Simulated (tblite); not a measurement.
# C6H10O2P: the cost of one run

Programs: tblite 0.8.0 and PySCF 2.14.0, with density-fitted response routines of our own. Each step states its level of theory. These are calculated values for one molecule, in the gas phase or a continuum, unless marked as measured. Atoms are numbered from 0 throughout.

**1. The molecule as given**

19 atoms, charge -1, multiplicity 1; geometry from: force field or distance geometry start.

Bonds of the start (Å): C0–C1 1.33, C1–P2 1.78, P2–O3 1.53, P2–O4 1.69, P2–C5 1.80, C5–C6 1.52, C6–C7 1.52, C7–C8 1.52, C8–C5 1.51, C0–H9 1.07, C0–H10 1.08, C1–H11 1.10, C5–H12 1.14, C6–H13 1.09, C6–H14 1.10, C7–H15 1.10, C7–H16 1.10, C8–H17 1.10, C8–H18 1.12.

**2. Optimising the geometry with GFN2-xTB**

What the job is given:

```
{"job": {"kind": "relax", "xc": "GFN2-xTB", "basis": "xTB"}, "charge": -1, "multiplicity": 1}
C      3.435000    -0.620500     0.549300
C      2.287600     0.041000     0.698700
P      1.063600     0.042100    -0.592900
O      1.186800    -1.178400    -1.504600
O      1.309200     1.459100    -1.480600
C     -0.549900     0.089800     0.196700
C     -1.460800    -1.102100    -0.069000
C     -2.591600    -0.097900     0.121500
C     -1.621400     0.908400    -0.476900
H      3.702700    -1.178500    -0.318600
H      4.132600    -0.590500     1.367500
H      2.076400     0.582200     1.633400
H     -0.565200     0.367300     1.297400
H     -1.413300    -1.886900     0.689300
H     -1.463800    -1.434200    -1.121400
H     -3.503500    -0.293400    -0.470500
H     -2.779600     0.165500     1.176900
H     -1.750900     1.944700    -0.117400
H     -1.503500     0.806600    -1.586300
```

On the command line:

```
OMP_NUM_THREADS=1 python probes_run.py task.json out
```

This one command runs all jobs of the session in turn.

Q: Estimate the wall time and peak memory of this first job on 1 thread of Arm Neoverse V1, shared host.

About 1.2 s, with a peak of 0.18 GiB.
